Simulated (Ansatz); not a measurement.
# LaFeSiH (P4/nmm): equation of state

The task here is to estimate one member of a computed series from the others.

Program: Ansatz 0.2.0. Level of theory: DFT PBE, scalar-relativistic, plane waves, PAW. These are calculated values, not measurements.

These runs use a low cutoff (300 eV) and a coarse mesh on purpose, to show what cheap settings give: their numbers aren't properties of the material.

**The structure to begin with**

It takes space group P4/nmm (No. 129, tetragonal). Conventional cell: a = 4.031 Å, b = 4.031 Å, c = 7.929 Å, α = 90.00°, β = 90.00°, γ = 90.00°. La (site symmetry 4mm) is surrounded by 4 H at 2.46 Å. Fe (site symmetry -4m2) has 4 Si at 2.28 Å as nearest neighbours. Si (site symmetry 4mm) is surrounded by 4 Fe at 2.28 Å. H (site symmetry -4m2) has 4 La at 2.46 Å as nearest neighbours.

Coordinates:

```cif
data_structure
_symmetry_space_group_name_H-M 'P4/nmm:1'
_symmetry_Int_Tables_number 129
_cell_length_a 4.0312
_cell_length_b 4.0312
_cell_length_c 7.9294
_cell_angle_alpha 90.000
_cell_angle_beta 90.000
_cell_angle_gamma 90.000
_cell_volume 128.86
loop_
_atom_site_label
_atom_site_type_symbol
_atom_site_symmetry_multiplicity
_atom_site_Wyckoff_symbol
_atom_site_fract_x
_atom_site_fract_y
_atom_site_fract_z
_atom_site_occupancy
La1 La 2 c 0.50000 0.00000 0.67718 1
Fe1 Fe 2 a 0.00000 0.00000 0.00000 1
Si1 Si 2 c 0.50000 0.00000 0.13446 1
H1 H 2 b 0.50000 0.50000 0.50000 1
```

An earlier run at PBE left this cell at 16.107 Å³/atom and 0.01 GPa (4×4×2 mesh).

Volume factors to run: 0.980, 1.020, 0.960, 1.040.

The first run:

Contents of input.yaml:

```yaml
crystal:
  lattice:
    - [4.0041741063, 0.0, 0.0]
    - [0.0, 4.0041741063, 0.0]
    - [0.0, 0.0, 7.8761949396]
  atoms:
    - { symbol: La, position: [0.5, 0.0, 0.677183824] }
    - { symbol: La, position: [0.0, 0.5, 0.322816176] }
    - { symbol: Fe, position: [0.0, 0.0, 0.0] }
    - { symbol: Fe, position: [0.5, 0.5, 0.0] }
    - { symbol: Si, position: [0.5, 0.0, 0.1344617314] }
    - { symbol: Si, position: [0.0, 0.5, 0.8655382686] }
    - { symbol: H, position: [0.5, 0.5, 0.5] }
    - { symbol: H, position: [0.0, 0.0, 0.5] }
basis:
  ecutwfc: 300
  ecutrho_ratio: 4
kpoints:
  mp_grid: { grid: [4, 4, 2] }
hamiltonian:
  xc: pbe
scf:
  occupations: { method: gaussian, width: 0.05 }
output:
  forces: true
  stress: true
  eigenvalues: true
relax:
  f_tol: 0.01
  max_steps: 40
  cell: { stress_tol: 0.1, fix: [volume] }
```

The run is started by

```console
$ ansatz run input.yaml --threads 2 --pin off --max-ram 5120MiB --backend cpu --events-out ev --progress --plain --runs-dir out
```

Among the steps run: Volume × 0.980; Volume × 1.020; Volume × 0.960; At 1.040 of the relaxed volume.

One of the session's tables, all rows but one given; the rest of the session is left out.

It belongs to the step «Energy and pressure against volume». 

```
volume (Å³/atom)  energy (meV/atom)  pressure (GPa)
          15.463               6.36            3.81
          15.785               1.25            1.86
          16.107               0.00            0.01
          16.430                  ?               ?
          16.752               6.42           -3.05
```

Q: Estimate the row for volume (Å³/atom) = 16.430 from the others.

Worked estimate for «energy (meV/atom)». A straight line through the neighbours (16.107, 0.00) and (16.752, 6.42) gives 0.00 + (6.42 − 0.00) × (16.430 − 16.107) / (16.752 − 16.107) = 3.21; a parabola fitted to 3 rows on both sides gives 1.73.

The run gave: energy (meV/atom): 1.40; pressure (GPa): -1.64. In «energy (meV/atom)» the line misses by +1.81 and the parabola by +0.33.

Caveats from the session: Warnings in the runs' records: cutoff below recommended.
